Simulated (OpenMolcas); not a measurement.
# Rh³⁺ among point charges: CASSCF and CASPT2 levels and susceptibility

How does a field of 4 point charges split the states of Rh³⁺, and what χT follows?

The numbers are computed with OpenMolcas 26.06 (state-averaged CASSCF and CASPT2, spin-orbit coupling by RASSI with atomic mean-field integrals), except any that are marked as measured or tabulated.

### Step 1. What is computed

| Property | Result |
| --- | --- |
| Species | Rh³⁺ (rhodium, Z = 45, 42 electrons) |
| Basis | ANO-RCC-VTZP [7s6p4d2f1g], 68 functions |
| Scalar Hamiltonian | DKH2, point nucleus |
| Inactive shells | 1s 2s 2p 3s 3p 3d 4s 4p |
| Active space | 6 electrons in 5 orbitals (4d) |
| Some configurations of this space | 4d⁶ |
| Orbitals | optimised for each spin and parity, averaged over all roots |

The outer shells:

4d6
```
4d [↑↓][↑ ][↑ ][↑ ][↑ ]
```

The ion sits among 4 point charges of -2 e arranged as a tetrahedron (Td), 2.02 Å from the ion.

Each step is its own input file, run in one work folder so that later steps find the files of earlier ones. Labels, J, g values, rates, χT and fits are worked out afterwards by a script from the matrices that RASSI stores.

### Step 2. One- and two-electron integrals

a.inp reads:

```
&GATEWAY
Coord
1

Rh 0.0 0.0 0.0
Basis=ANO-RCC-VTZP
Group=NoSym
NoMove
AngMom=0.0 0.0 0.0
AMFI
XField
4 Angstrom 0
1.166248 1.166248 1.166248 -2.000000
1.166248 -1.166248 -1.166248 -2.000000
-1.166248 1.166248 -1.166248 -2.000000
-1.166248 -1.166248 1.166248 -2.000000
&SEWARD
```

The run is started by

```console
$ OMP_NUM_THREADS=1 MOLCAS_MEM=1689 MOLCAS_PROJECT=a pymolcas a.inp > a.log
```

### Step 3. Reference wave functions, quintets, 5 roots

a.inp reads:

```
&RASSCF
FileOrb=start.orb
Symmetry=1
Spin=5
nActEl=6 0 0
Inactive=18
Ras2=5
CIRoot=5 5 1
SDav=5
CIMx=300
Iter=120 100
PrWF=0.3
OrbListing=Nothing
MaxOrb=0
>>> COPY $Project.JobIph JOB001
```

start.orb holds the contracted functions of the basis, ordered by shell, or the orbitals of the step before.

### Step 4. Reference wave functions, triplets, 45 roots

a.inp reads:

```
&RASSCF
FileOrb=start.orb
Symmetry=1
Spin=3
nActEl=6 0 0
Inactive=18
Ras2=5
CIRoot=45 45 1
SDav=45
CIMx=300
Iter=120 100
PrWF=0.3
OrbListing=Nothing
MaxOrb=0
>>> COPY $Project.JobIph JOB002
```

### Step 5. CASSCF: singlets, 50 roots

a.inp reads:

```
&RASSCF
FileOrb=start.orb
Symmetry=1
Spin=1
nActEl=6 0 0
Inactive=18
Ras2=5
CIRoot=50 50 1
SDav=50
CIMx=300
Iter=120 100
PrWF=0.3
OrbListing=Nothing
MaxOrb=0
>>> COPY $Project.JobIph JOB003
```

### Step 6. RASSI: spin-orbit coupling between the states

a.inp reads:

```
&RASSI
NrOfJobIphs=3 5 45 50
1 2 3 4 5
1 2 3 4 5 6 7 8 9 10 11 12 13 14 15 16 17 18 19 20 21 22 23 24 25 26 27
28 29 30 31 32 33 34 35 36 37 38 39 40 41 42 43 44 45
1 2 3 4 5 6 7 8 9 10 11 12 13 14 15 16 17 18 19 20 21 22 23 24 25 26 27
28 29 30 31 32 33 34 35 36 37 38 39 40 41 42 43 44 45 46 47 48 49 50
IphNames
JOB001
JOB002
JOB003
EJob
SpinOrbit
DIPRint=1.0
SOCoupling=1000.0
Subsets=2
Property=9
'ANGMOM' 1 'ANGMOM' 2 'ANGMOM' 3 'MLTPL  1' 1 'MLTPL  1' 2 'MLTPL  1' 3
'AMFI' 1 'AMFI' 2 'AMFI' 3
SOProperty=3
'ANGMOM' 1 'ANGMOM' 2 'ANGMOM' 3
```

### Step 7. CASPT2: IPEA 0.25, imaginary shift 0.1 (closed shells correlated: 4s 4p)

a.inp reads:

```
>>> COPY JOB001 $Project.JobIph
&CASPT2
Multistate=5 1 2 3 4 5
NoMult
Frozen=14
IPEA=0.25
Imaginary=0.1
MaxIter=60
WThr=0.0 0.3 0.05
PrWF=0.5
NoMix
>>> COPY JOB002 $Project.JobIph
&CASPT2
Multistate=45 1 2 3 4 5 6 7 8 9 10 11 12 13 14 15 16 17 18 19 20 21 22
23 24 25 26 27 28 29 30 31 32 33 34 35 36 37 38 39 40 41 42 43 44 45
NoMult
Frozen=14
IPEA=0.25
Imaginary=0.1
MaxIter=60
WThr=0.0 0.3 0.05
PrWF=0.5
NoMix
>>> COPY JOB003 $Project.JobIph
&CASPT2
Multistate=50 1 2 3 4 5 6 7 8 9 10 11 12 13 14 15 16 17 18 19 20 21 22
23 24 25 26 27 28 29 30 31 32 33 34 35 36 37 38 39 40 41 42 43 44 45 46
47 48 49 50
NoMult
Frozen=14
IPEA=0.25
Imaginary=0.1
MaxIter=60
WThr=0.0 0.3 0.05
PrWF=0.5
NoMix
```

(Steps that only read results are left out.)

Before running it: what results should come out? Wanted: spin-free ground state; first state of the same spin within the active space; lowest level; next level.

The runs gave:

| quantity | value |
| --- | --- |
| method | SS-CASPT2, IPEA 0.25, imaginary shift 0.1 (closed shells correlated: 4s 4p) |
| spin-free ground state | 5E, 2-fold in its orbital part |
| first state of the same spin within the active space | 5T2 at 2620 cm⁻¹ |
| lowest level | 1-fold A1 |
| next level | 110.3 cm⁻¹ |
| χT at 300 K | 4.57 cm³ K/mol |
| effective moment at 300 K | 6.04 μB |

Cost by method:

| method | time of its own steps | time with the reference |
| --- | --- | --- |
| A. CASSCF | 30 s | 30 s |
| B. SS-CASPT2, IPEA 0.25, imaginary shift 0.1, +4s 4p | 30 s | 60 s |

Times are of one thread on a shared host.

What this shows: The spin-free ground state (5E) comes to 100 % from free-ion D terms and keeps the highest spin of the shell. χT at 300 K is 4.57, against 3.01 cm³ K/mol for the spin alone, so orbital moment adds to it. An active space of the d shell alone favours high spin; real ions in strong fields can be low spin. CASPT2 does not keep the components of a term degenerate, and the means are used. An orbital doublet at a regular site is open to a Jahn-Teller distortion, which this geometry leaves out. The field of point charges can differ much from that of real complexes. Point charges carry no covalency, so the field is a model and not that of real ligands.
